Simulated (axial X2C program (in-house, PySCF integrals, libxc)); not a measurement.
# BrSe⁻: from the state search to constants

What are the state, bond length, wavenumber and bond energy of BrSe⁻, and what does spin–orbit coupling change?

Method: all-electron X2C, Br dyall-acv3z, Se dyall-acv3z; program: an in-house X2C program for linear molecules on PySCF integrals.

All values are calculated.

## 1. The job

task.json reads:

```json
{"zs": [35, 34], "q": -1, "bas": ["dyall-acv3z", "dyall-acv3z"], "levels": ["PBE0", "HF", "PW91"], "cc": true, "r0": 2.3, "thr": -2.0, "nmax": 90, "npts": 10, "nst": 2, "ntry": 6}
```

Keys: zs atomic numbers; q charge; bas basis sets; levels methods (HF also brings MP2); cc coupled cluster on or off; r0 starting distance in Å; thr threshold in hartree for freezing inner shells (an s shell follows its p shell); nmax most natural virtual spinors; npts points asked for on the curve; nst determinants followed; ntry starts of the search.

Run with:

```bash
$ python so2c.py task.json out
```

Spin-free means the one-electron spin-free X2C Hamiltonian; two-component (2c) means X2C with spin–orbit coupling and atomic mean-field two-electron Coulomb and Gaunt terms. Basis: Br dyall-acv3z contracted to [9s10p7d5f1g], Se dyall-acv3z contracted to [9s10p7d5f1g]; Gaussian nuclei, density fitting. Masses: Br 78.918 u, Se 79.917 u.

Notation: σ, π±, δ± give the projection m of an orbital's angular momentum (0, ±1, ±2), α and β its spin, Λ and M_S the sums; ω is the projection of a spinor's total angular momentum and Ω the sum. Logs are in hartree.

The results follow Hamiltonian by Hamiltonian and level by level.

## 2. Search for the lowest determinant

PBE0 moves the distance from 2.300 Å to 2.390 Å and compares determinants there.

Spin-free determinants:

| ΔE (eV) | state | open shells |
| --- | --- | --- |
| 0.00 | M_S = 0, Λ = 0 | closed shell |
| 1.41 | M_S = 1, Λ = 1 | beyond closed shells: σα, π+α, π+β, π-α |
| 1.62 | M_S = 0, Λ = 1 | beyond closed shells: σβ, π+α, π+β, π-α |
| 4.18 | M_S = 1, Λ = 2 | beyond closed shells: 2 × π+α, π+β, π-α |
| 4.18 | M_S = 1, Λ = 0 | beyond closed shells: π+α, π+β, 2 × π-α |
| 4.20 | M_S = 0, Λ = 2 | beyond closed shells: π+α, 2 × π+β, π-α |

Two-component determinants:

```tsv
ΔE (eV)	state	open shells
0.00	Ω = 0	closed shell
1.30	Ω = 2	excess of +ω over −ω: ω = 1/2, ω = 3/2
1.51	Ω = 1	excess of +ω over −ω: ω = -1/2, ω = 3/2
1.74	Ω = 1	excess of +ω over −ω: 2 × ω = 1/2
4.05	Ω = 3	excess of +ω over −ω: 2 × ω = 3/2
4.31	Ω = 1	excess of +ω over −ω: ω = -1/2, ω = 3/2
4.33	Ω = 2	excess of +ω over −ω: ω = 1/2, ω = 3/2
```

## 3. PBE0, spin-free

State followed: M_S = 0, Λ = 0 (closed shell). The scan is laid around 2.390 Å, a first estimate of the minimum, and this SCF restarts from the orbitals of the search.

The SCF at the reference distance of 2.390 Å:

```text
spin-free X2C-1e  PBE0
basis functions 236  fitting functions 1286  grid points 5800
iter        total energy     max residual
   1      -5035.808925762     1.21e-05
   2      -5035.808925759     1.40e-05
   3      -5035.808925768     3.60e-06
   4      -5035.808925768     5.41e-07
converged
one-electron -7545.88133597  Coulomb 2427.85088806  exact exchange -44.54143506  xc functional -136.71858296  nuclear repulsion 263.48154017
```

Along the bond, energies from the lowest point:

```
R (Å)  E (eV)  μ (D)  HOMO (eV)  LUMO (eV)  iterations
2.079  0.7794  -2.24      -0.06       3.36          11
2.175  0.3138  -2.13      -0.23       3.27          11
2.247  0.1204  -2.02      -0.36       3.14          11
2.318  0.0241  -1.90      -0.48       2.96          10
2.390  0.0000  -1.77      -0.60       2.74           4
2.474  0.0381  -1.60      -0.73       2.44          10
2.557  0.1255  -1.41      -0.86       2.13          10
2.665  0.2838  -1.16      -1.01       1.74          10
2.796  0.5142  -0.83      -1.20       1.31          11
2.987  0.8663  -0.33      -1.44       0.75          11
```

Dipoles are positive if Se is the positive end and refer to the centre of mass.

Outer orbitals at the reference distance:

```csv
symmetry,occupied,ε (eV),atomic character
σα,yes,-16.98,"75% Br s, 9% Se s, 7% Se p"
σα,yes,-12.24,"71% Se s, 12% Br p, 9% Br s"
σα,yes,-4.63,"57% Br p, 33% Se p, 6% Se s"
π-α,yes,-3.65,"82% Br p, 13% Se p, 3% Se d"
π+α,yes,-3.65,"82% Br p, 13% Se p, 3% Se d"
π-α,yes,-0.60,"78% Se p, 11% Br p, 7% Br d"
π+α,yes,-0.60,"78% Se p, 11% Br p, 7% Br d"
σα,no,2.74,"51% Se p, 27% Br p, 7% Br d"
σα,no,3.99,"42% Se s, 37% Br p, 12% Se p"
σα,no,4.38,"67% Se p, 16% Br s, 10% Se s"
π-α,no,4.57,"84% Se p, 14% Br p"
```

PBE0 fields in the half plane through the axis: z from -2.4 to 4.5 Å across, distance from the axis 0.15 to 2.25 Å upwards; Br lies at z = 0 and Se at z = 2.390 Å; the ELF is damped to zero where the density is low.

log10 density (e/bohr³). Ten even steps from '0' (-4.33 ) to '9' (1.44 ):
```
000112222222222222222110
001122333322223333332211
011223333333333444333221
112234444444444444443321
112344555554445555544321
122345566655555666554322
123445677765556777654322
123445689865556898654322
```

ELF. Ten even steps from ' ' (0.00 ) to '@' (0.89 ):
```
          ..::::..          ::==++**++==::..    
      ..::==++++==::      ..==**##%%##**==::    
      ::==**######++::    ::++%%@@@@%%##++--..  
    ..--++##%%@@@@%%++::..--##@@@@@@@@%%**--..  
    ..--**%%@@@@@@@@##==::==##@@@@@@@@%%**--..  
    ..==**%%@@##****%%**==++**++==**%%%%++::    
    ..==**%%++::==::==##**==::::++::--**==..    
    ..==**##::%%::%%..####--..%%::%%..==--..    
```

Re = 2.383 Å, ωe = 269.3 cm⁻¹, ωexe = 0.856 cm⁻¹, Be = 0.07477 cm⁻¹, De = 1.62 eV, μ = -1.78 D.

## 4. HF, spin-free

Output at 2.390 Å:

```text
spin-free X2C-1e  HF
basis functions 236  fitting functions 1286  grid points 5800
iter        total energy     max residual
   1      -5032.714648005     2.07e-01
   2      -5032.744192197     6.52e-03
   3      -5032.745017406     2.44e-03
   4      -5032.745124623     8.69e-04
   5      -5032.745151378     2.19e-04
   6      -5032.745156770     8.57e-05
   7      -5032.745157375     4.29e-05
   8      -5032.745157558     9.93e-06
   9      -5032.745157568     2.56e-06
  10      -5032.745157568     7.24e-07
converged
one-electron -7545.95057373  Coulomb 2428.02965218  exact exchange -178.30577618  xc functional 0.00000000  nuclear repulsion 263.48154017
```

Re = 2.406 Å, ωe = 259.9 cm⁻¹, ωexe = 0.945 cm⁻¹, Be = 0.07332 cm⁻¹, De = 0.211 eV, μ = -1.34 D.

## 5. PW91, spin-free

Output at 2.390 Å:

```text
spin-free X2C-1e  PW91
basis functions 236  fitting functions 1286  grid points 5800
iter        total energy     max residual
   1      -5036.776218801     8.07e-02
   2      -5036.781889113     3.03e-03
   3      -5036.781705573     4.00e-03
   4      -5036.781985405     1.24e-03
   5      -5036.781992793     1.13e-03
   6      -5036.782029044     8.64e-05
   7      -5036.782029416     1.72e-05
   8      -5036.782029423     3.69e-06
   9      -5036.782029423     7.48e-07
converged
one-electron -7545.52293254  Coulomb 2427.46450438  exact exchange 0.00000000  xc functional -182.20514142  nuclear repulsion 263.48154017
```

Re = 2.414 Å, ωe = 253.5 cm⁻¹, ωexe = 0.853 cm⁻¹, Be = 0.07287 cm⁻¹, De = 1.84 eV, μ = -1.88 D.

## 6. Correlated methods, spin-free

Correlated methods: 14 electrons correlated (frozen shells, counted by type: Br 3 s, 2 p, 1 d; Se 3 s, 2 p, 1 d), 290 virtual spinors in MP2, 90 natural virtuals in coupled cluster.

Output of the correlated part at 2.390 Å:

```text
correlated 14  virtual 290  natural virtual 90  E(MP2) -0.329973228  MP2 remainder -0.019559504
iter   CCSD correlation   residual
   1     -0.329596663   1.14e-01
   2     -0.337815382   3.90e-02
   3     -0.338765507   1.26e-02
   4     -0.338775655   4.45e-03
   5     -0.338790457   1.32e-03
   6     -0.338789501   4.31e-04
   7     -0.338789965   1.09e-04
   8     -0.338790717   3.13e-05
   9     -0.338790376   9.48e-06
  10     -0.338790385   3.00e-06
(T) -0.014749128  T1 0.0146  D1 0.0289  max T2 0.098
```

T1 in the output is the amplitude norm over the root of the electron number; divide by √2 for the Lee–Taylor value.

MP2: Re = 2.381 Å, ωe = 277.1 cm⁻¹, Be = 0.07489 cm⁻¹, De = 1.48 eV.

CCSD: Re = 2.409 Å, ωe = 260.4 cm⁻¹, ωexe = 0.81 cm⁻¹, Be = 0.07318 cm⁻¹, De = 1.38 eV. T1 at Re = 0.011 (Lee–Taylor, the printed value over √2).

CCSD(T): Re = 2.414 Å, ωe = 257.2 cm⁻¹, ωexe = 0.808 cm⁻¹, Be = 0.07285 cm⁻¹, De = 1.46 eV. T1 at Re = 0.011 (Lee–Taylor, the printed value over √2).

## 7. A higher determinant, spin-free

State: M_S = 1, Λ = 1 (beyond closed shells: σα, π+α, π+β, π-α).

Output at the reference distance:

```text
spin-free X2C-1e  PBE0
basis functions 236  fitting functions 1286  grid points 5800
iter        total energy     max residual
   1      -5035.757182340     5.83e-06
   2      -5035.757182341     5.84e-06
converged
one-electron -7545.49426021  Coulomb 2427.51815717  exact exchange -44.54312458  xc functional -136.71949489  nuclear repulsion 263.48154017
```

```
R (Å)  E above the lowest PBE0 point (eV)
2.079                               3.040
2.175                               2.379
2.247                               1.984
2.318                               1.662
2.390                               1.408
2.474                               1.184
2.557                               1.025
2.665                               0.897
2.796                               0.824
```

No constants are quoted: the lowest point is the long end of the scan.

## 8. The spin-free curves together

Energy (eV) of the followed determinant, spin-free, from each level's lowest point:

```
R (Å)   PBE0     HF    MP2   CCSD  CCSD(T)   PW91
2.079  0.779  0.885  0.803    n/a      n/a  0.877
2.175  0.314  0.378  0.322  0.383    0.394  0.382
2.247  0.120  0.160  0.122  0.164    0.171  0.166
2.318  0.024  0.042  0.024  0.044    0.048  0.047
2.390  0.000  0.000  0.000  0.000    0.000  0.000
2.474  0.038  0.019  0.042  0.017    0.013  0.013
2.557  0.125  0.089  0.137  0.087    0.078  0.076
2.665  0.284  0.225  0.309  0.227    0.212  0.206
2.796  0.514  0.428  0.562    n/a      n/a  0.404
2.987  0.866  0.740  0.957    n/a      n/a  0.716
```

## 9. PBE0, 2c

State followed: Ω = 0 (closed shell). The scan is laid around 2.390 Å, a first estimate of the minimum, and this SCF restarts from the orbitals of the search.

Output at 2.390 Å:

```text
two-component X2C + atomic mean field  PBE0
basis functions 236  fitting functions 1286  grid points 5800
iter        total energy     max residual
   1      -5034.084896551     8.85e-06
   2      -5034.084896548     1.44e-05
   3      -5034.084896555     1.50e-06
   4      -5034.084896555     9.55e-07
converged
one-electron -7541.41333191  Coulomb 2426.92246107  exact exchange -44.52355249  xc functional -136.66370974  nuclear repulsion 263.48154017  atomic mean-field constant -1.88830365
```

Along the bond, energies from the lowest point:

```
R (Å)  E (eV)  μ (D)  HOMO (eV)  LUMO (eV)  iterations
2.079  0.7896  -2.24       0.07       3.41          11
2.175  0.3214  -2.12      -0.11       3.30          11
2.247  0.1258  -2.01      -0.23       3.16          11
2.318  0.0269  -1.89      -0.36       2.98          11
2.390  0.0000  -1.75      -0.47       2.75           4
2.474  0.0342  -1.57      -0.61       2.45          12
2.557  0.1169  -1.38      -0.74       2.15          13
2.665  0.2675  -1.10      -0.90       1.76          13
2.796  0.4842  -0.71      -1.09       1.34          13
2.987  0.8027  -0.04      -1.38       0.82          13
```

Dipoles are positive if Se is the positive end and refer to the centre of mass.

Outer spinors at the reference distance:

| ω | occupied | ε (eV) | atomic character | λ mixture |
| --- | --- | --- | --- | --- |
| 1/2 | yes | -16.98 | 75% Br s, 9% Se s, 7% Se p | 100% σ |
| 1/2 | yes | -12.24 | 71% Se s, 12% Br p, 9% Br s | 100% σ |
| 1/2 | yes | -4.66 | 58% Br p, 32% Se p, 6% Se s | 97% σ, 3% π |
| 1/2 | yes | -3.78 | 81% Br p, 14% Se p, 3% Se d | 97% π, 3% σ |
| 3/2 | yes | -3.50 | 81% Br p, 13% Se p, 4% Se d | 100% π |
| 1/2 | yes | -0.72 | 78% Se p, 11% Br p, 7% Br d | 100% π |
| 3/2 | yes | -0.47 | 78% Se p, 11% Br p, 7% Br d | 100% π |
| 1/2 | no | 2.75 | 51% Se p, 26% Br p, 7% Br d | 100% σ |
| 1/2 | no | 4.03 | 42% Se s, 37% Br p, 10% Se p | 100% σ |
| 1/2 | no | 4.38 | 69% Se p, 14% Br s, 9% Se s | 98% σ, 2% π |
| 1/2 | no | 4.56 | 84% Se p, 14% Br p | 98% π, 2% σ |

PBE0 fields in the half plane through the axis: z from -2.4 to 4.5 Å across, distance from the axis 0.15 to 2.25 Å upwards; Br lies at z = 0 and Se at z = 2.390 Å; the ELF is damped to zero where the density is low.

log10 density (e/bohr³). Ten even steps from ' ' (-4.33 ) to '@' (1.44 ):
```
      ....::::::::::::::::::::::::::::::::....  
    ....::::--------::::::::------------::::....
  ....::::--------------------======------::::..
....::::--==============================----::..
....::--====++++++++++======++++++++++====--::..
..::::--==++++******++++++++++******++++==--::::
..::----==++**######**++++++**######**++==--::::
..::--====++**%%@@%%**++++++**%%@@%%**++==--::::
```

ELF. Ten even steps from '0' (0.00 ) to '9' (0.89 ):
```
000001221000002456542100
000124554210014678764200
000246777520025899875310
001357899852137999986310
001368999974247999986310
001468976686456546885200
001468524247642252364100
001467282817731828143100
```

Re = 2.387 Å, ωe = 265.9 cm⁻¹, ωexe = 0.914 cm⁻¹, Be = 0.07451 cm⁻¹, De = 1.57 eV, μ = -1.76 D.

## 10. HF, 2c

The SCF at the reference distance of 2.390 Å:

```text
two-component X2C + atomic mean field  HF
basis functions 236  fitting functions 1286  grid points 5800
iter        total energy     max residual
   1      -5030.991844286     2.07e-01
   2      -5031.021362510     6.55e-03
   3      -5031.022189516     2.44e-03
   4      -5031.022297457     8.67e-04
   5      -5031.022324691     2.20e-04
   6      -5031.022330295     8.57e-05
   7      -5031.022330934     4.26e-05
   8      -5031.022331131     9.61e-06
   9      -5031.022331143     3.89e-06
  10      -5031.022331144     3.20e-06
  11      -5031.022331145     2.43e-06
converged
one-electron -7541.48113386  Coulomb 2427.09971772  exact exchange -178.23415152  xc functional 0.00000000  nuclear repulsion 263.48154017  atomic mean-field constant -1.88830365
```

Re = 2.411 Å, ωe = 255.8 cm⁻¹, ωexe = 1.04 cm⁻¹, Be = 0.07304 cm⁻¹, De = 0.153 eV, μ = -1.30 D.

## 11. PW91, 2c

The SCF at the reference distance of 2.390 Å:

```text
two-component X2C + atomic mean field  PW91
basis functions 236  fitting functions 1286  grid points 5800
iter        total energy     max residual
   1      -5035.051310950     8.13e-02
   2      -5035.056978488     3.03e-03
   3      -5035.056791829     4.00e-03
   4      -5035.057074079     1.25e-03
   5      -5035.057082007     1.14e-03
   6      -5035.057118764     8.68e-05
   7      -5035.057119145     1.73e-05
   8      -5035.057119152     3.57e-06
   9      -5035.057119152     7.37e-07
converged
one-electron -7541.05448774  Coulomb 2426.53562489  exact exchange 0.00000000  xc functional -182.13149282  nuclear repulsion 263.48154017  atomic mean-field constant -1.88830365
```

Re = 2.419 Å, ωe = 249.6 cm⁻¹, ωexe = 0.924 cm⁻¹, Be = 0.07257 cm⁻¹, De = 1.79 eV, μ = -1.86 D.

## 12. Correlated methods, 2c

Correlated methods: 14 electrons correlated (frozen shells, counted by type: Br 3 s, 2 p, 1 d; Se 3 s, 2 p, 1 d), 290 virtual spinors in MP2, 90 natural virtuals in coupled cluster.

Output of the correlated part at 2.390 Å:

```text
correlated 14  virtual 290  natural virtual 90  E(MP2) -0.329823800  MP2 remainder -0.019564510
iter   CCSD correlation   residual
   1     -0.329448766   1.14e-01
   2     -0.337664775   3.90e-02
   3     -0.338613294   1.27e-02
   4     -0.338623352   4.48e-03
   5     -0.338638304   1.36e-03
   6     -0.338637384   4.91e-04
   7     -0.338637967   2.01e-04
   8     -0.338639141   1.26e-04
   9     -0.338638003   7.85e-05
  10     -0.338638421   3.44e-05
  11     -0.338638368   9.59e-06
  12     -0.338638477   3.47e-06
  13     -0.338638473   1.50e-06
(T) -0.014735356  T1 0.0146  D1 0.0291  max T2 0.074
```

MP2: Re = 2.384 Å, ωe = 274.6 cm⁻¹, Be = 0.0747 cm⁻¹, De = 1.36 eV.

CCSD: Re = 2.412 Å, ωe = 257.3 cm⁻¹, ωexe = 0.875 cm⁻¹, Be = 0.07295 cm⁻¹, De = 1.27 eV. T1 at Re = 0.011 (Lee–Taylor, the printed value over √2).

CCSD(T): Re = 2.418 Å, ωe = 254.1 cm⁻¹, ωexe = 0.87 cm⁻¹, Be = 0.07262 cm⁻¹, De = 1.34 eV. T1 at Re = 0.011 (Lee–Taylor, the printed value over √2).

## 13. A higher determinant, 2c

State: Ω = 2 (excess of +ω over −ω: ω = 1/2, ω = 3/2).

Output at the reference distance:

```text
two-component X2C + atomic mean field  PBE0
basis functions 236  fitting functions 1286  grid points 5800
iter        total energy     max residual
   1      -5034.037202276     2.54e-05
   2      -5034.037202280     3.51e-05
   3      -5034.037202315     4.31e-06
   4      -5034.037202316     2.63e-06
converged
one-electron -7541.06454774  Coulomb 2426.62449375  exact exchange -44.52529891  xc functional -136.66508593  nuclear repulsion 263.48154017  atomic mean-field constant -1.88830365
```

```
R (Å)  E above the lowest PBE0 point (eV)
2.079                               2.935
2.175                               2.269
2.247                               1.873
2.318                               1.552
2.390                               1.298
2.474                               1.074
2.557                               0.916
2.665                               0.787
2.796                               0.714
```

No constants are quoted: the lowest point is the long end of the scan.

## 14. The 2c curves together

Energy (eV) of the followed determinant, 2c, from each level's lowest point:

```
R (Å)   PBE0     HF    MP2   CCSD  CCSD(T)   PW91
2.079  0.790  0.896  0.812    n/a      n/a  0.887
2.175  0.321  0.385  0.329  0.390    0.401  0.389
2.247  0.126  0.165  0.127  0.168    0.176  0.171
2.318  0.027  0.045  0.026  0.047    0.050  0.049
2.390  0.000  0.000  0.000  0.000    0.000  0.000
2.474  0.034  0.015  0.039  0.014    0.010  0.009
2.557  0.117  0.080  0.130  0.080    0.071  0.068
2.665  0.268  0.207  0.296  0.213    0.199  0.189
2.796  0.484  0.394  0.540    n/a      n/a  0.375
2.987  0.803  0.656  0.912    n/a      n/a  0.656
```

The whole job took 3.1 min on 1 thread of Arm Neoverse V1, shared host.

## 15. Results

Lowest determinant that the search found at its distance, spin-free: M_S = 0, Λ = 0 (closed shell).

Lowest determinant that the search found at its distance, 2c: Ω = 0 (closed shell).

```csv
Hamiltonian,level,Re (Å),ωe (cm⁻¹),De (eV),μ (D)
spin-free,PBE0,2.383,269.3,1.62,-1.78
spin-free,HF,2.406,259.9,0.211,-1.34
spin-free,MP2,2.381,277.1,1.48,n/a
spin-free,CCSD,2.409,260.4,1.38,n/a
spin-free,CCSD(T),2.414,257.2,1.46,n/a
spin-free,PW91,2.414,253.5,1.84,-1.88
2c,PBE0,2.387,265.9,1.57,-1.76
2c,HF,2.411,255.8,0.153,-1.30
2c,MP2,2.384,274.6,1.36,n/a
2c,CCSD,2.412,257.3,1.27,n/a
2c,CCSD(T),2.418,254.1,1.34,n/a
2c,PW91,2.419,249.6,1.79,-1.86
```

Dipoles are positive if Se is the positive end and refer to the centre of mass.

Time per point (s) on 1 thread of Arm Neoverse V1, shared host (2c runs; CCSD comes with the CCSD(T) run); the times are rough: PBE0 0.66, HF 0.53, MP2 0.96, CCSD(T) 6.3, PW91 0.34.

What this shows: At CCSD(T), going from spin-free to two-component changes Re by +4 mÅ, ωe by -1.2 %; the spin-free picture holds up (part of it comes from the scalar share of the two-electron terms). De moves by -0.11 eV; both De rest on single-determinant atoms, which can miss part of an open shell's spin–orbit lowering.

De refers to Br- + Se, each in the lowest determinant found, which need not be this curve's own limit. The state is a single determinant with fixed occupations, the lowest that a limited PBE0 search found. The closed shell is kept restricted; where the fragments are open shells, the energy then runs too high at long range. De is counted from the lowest determinant-based energies of the atoms at the same level, without counterpoise correction. CCSD and (T) use frozen natural virtuals with an MP2 correction for the truncation.
